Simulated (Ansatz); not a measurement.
# C3H9OTa: small, medium and large basis sets

The task here is to estimate one member of a computed series from the others.

Computed with Ansatz 0.2.0, Gaussian basis. Level: one geometry, several basis sets.

Levels to be run: PBE0-D4/def2-SVP; ωB97M-V/def2-SVP; PBE0-D4/def2-QZVPP; ωB97M-V/def2-QZVPP; the functionals' def2-TZVPP values are taken from earlier runs.

1 further run of the same task is left out (for a known fault of the program). Runs told in other sessions of the task aren't counted.

**The relaxed structure**

An earlier PBE0-D4 in a triple-zeta def2 set relaxation fixed the geometry. Ta takes the def2 core potential; no spin-orbit term is included.

SMILES `[CH3][Ta]([CH3])([CH3])=[O]`, 14 atoms, charge 0, spin multiplicity 1.

Atoms are counted from 1 here; the program's logs count them from 0.

Bond lengths: C1–Ta2 2.158 Å, C1–H6 1.098 Å, C1–H7 1.099 Å, C1–H8 1.093 Å, Ta2–C3 2.159 Å, Ta2–C4 2.159 Å, Ta2–O5 1.712 Å, C3–H9 1.093 Å, C3–H10 1.098 Å, C3–H11 1.099 Å, C4–H12 1.098 Å, C4–H13 1.098 Å, C4–H14 1.093 Å. Angles: Ta2–C1–H6 110.7°, Ta2–C1–H7 108.8°, Ta2–C1–H8 113.8°, H6–C1–H7 107.4°, H6–C1–H8 108.6°, H7–C1–H8 107.3°, C1–Ta2–C3 111.9°, C1–Ta2–C4 111.9°, C1–Ta2–O5 107.1°, C3–Ta2–C4 111.8°, C3–Ta2–O5 107.0°, C4–Ta2–O5 106.9°, Ta2–C3–H9 113.6°, Ta2–C3–H10 110.8°, Ta2–C3–H11 108.9°, H9–C3–H10 108.6°, H9–C3–H11 107.3°, H10–C3–H11 107.5° and more.

The first run:

in.yaml

```yaml
crystal:
  periodic: [false, false, false]
  atoms:
    - {symbol: C, position_ang: [-1.821678, 0.936915, 0.296306]}
    - {symbol: Ta, position_ang: [0.146830, 0.324992, -0.343547]}
    - {symbol: C, position_ang: [1.579772, 0.415312, 1.268191]}
    - {symbol: C, position_ang: [0.118766, -1.618806, -1.281926]}
    - {symbol: O, position_ang: [0.659634, 1.445007, -1.532461]}
    - {symbol: H, position_ang: [-2.370669, 0.089544, 0.727207]}
    - {symbol: H, position_ang: [-1.717203, 1.695981, 1.083803]}
    - {symbol: H, position_ang: [-2.427737, 1.375466, -0.500044]}
    - {symbol: H, position_ang: [1.964037, 1.420797, 1.456761]}
    - {symbol: H, position_ang: [1.145053, 0.027282, 2.198431]}
    - {symbol: H, position_ang: [2.439273, -0.220373, 1.015144]}
    - {symbol: H, position_ang: [-0.814602, -1.727478, -1.850652]}
    - {symbol: H, position_ang: [0.141291, -2.416302, -0.528036]}
    - {symbol: H, position_ang: [0.944334, -1.777437, -1.980379]}
basis:
  gaussian: {orbitals: def2-SVP}
hamiltonian: {xc: pbe0, dispersion: d4}
output: {orbitals: {seedname: orbitals}}
```

Command:

```
> ansatz run in.yaml --threads 4 --pin off --events-out ev --progress --plain --max-ram 11315MiB
```

Steps of the session up to this table: PBE0-D4 in def2-SVP; ωB97M-V in def2-SVP; PBE0-D4 in def2-QZVPP; ωB97M-V in def2-QZVPP.

One table of the session follows, with a row left open; its other results are not shown here.

It belongs to the step «Functionals by basis». 

```
functional       basis  HOMO (eV)
   PBE0-D4    def2-SVP          ?
   PBE0-D4  def2-TZVPP      -8.09
   PBE0-D4  def2-QZVPP      -8.10
   ωB97M-V    def2-SVP     -10.39
   ωB97M-V  def2-TZVPP     -10.45
   ωB97M-V  def2-QZVPP     -10.45
```

Q: Estimate the row for PBE0-D4, def2-SVP from the others.

As computed: HOMO (eV): -8.05. In the column «HOMO (eV)» it is the highest.
